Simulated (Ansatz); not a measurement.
# The Cr atom under m-r²SCAN: one spin start

Aim: the energy of a free chromium atom, the zero for cohesive energies. It is solved at Γ with spin polarisation and no symmetry, from 8 unpaired electrons. The moment is free to change.

Method: DFT m-r2SCAN, plane waves (500 eV) with PAW, scalar-relativistic; PAW files made under PBE, frozen cores solved again for the functional; m-r²SCAN is r²SCAN on the gauge-invariant kinetic-energy density, in Ansatz 0.2.0.

## 1. The system in its box

A box of 14.0 × 14.4 × 14.8 Å, with unequal sides, keeps the periodic images far apart.

Coordinates:

```
Cr
1.0
    14.00000    0.00000    0.00000
     0.00000   14.40000    0.00000
     0.00000    0.00000   14.80000
Cr
1
Direct
  0.50000 0.50000 0.50000
```

## 2. Start with 8 unpaired electrons

File input.yaml:

```yaml
crystal:
  lattice:
    - [14.0, 0.0, 0.0]
    - [0.0, 14.4, 0.0]
    - [0.0, 0.0, 14.8]
  atoms:
    - { symbol: Cr, position: [0.5, 0.5, 0.5], spin: 8.0 }
  symmetry: { detect: false, time_reversal: true }
hamiltonian:
  xc: mr2scan
  pseudopotentials:
    kind: paw
    azcp:
      Cr: "pseudopotentials/Cr.paw.azcp"
basis:
  ecutwfc: 500
  fft_grid_basis: typed
kpoints:
  mp_grid: { grid: [1, 1, 1], shift: [0, 0, 0] }
magnetization:
  spin_polarized: true
scf:
  occupations: { method: fermi_dirac, width: 0.01 }
```

Started as:

```console
ansatz run input.yaml --threads 4 --pin off --max-ram 8192MiB --backend cpu --events-out ev --progress --plain --runs-dir out
```

Before running it: what results should come out? Wanted: start 8: end moment; gap between levels; above bcc.

As calculated:

```
           quantity         value
start 8: end moment       6.00 μB
 gap between levels       2.70 eV
          above bcc  5.17 eV/atom
```

What this shows: Started at 8 μB, the atom ends with 6.00 μB. Against bcc, computed apart with the same settings, the atom stands 5.17 eV higher. If this is the atom's lowest state, that is the cohesive energy, without zero-point motion.
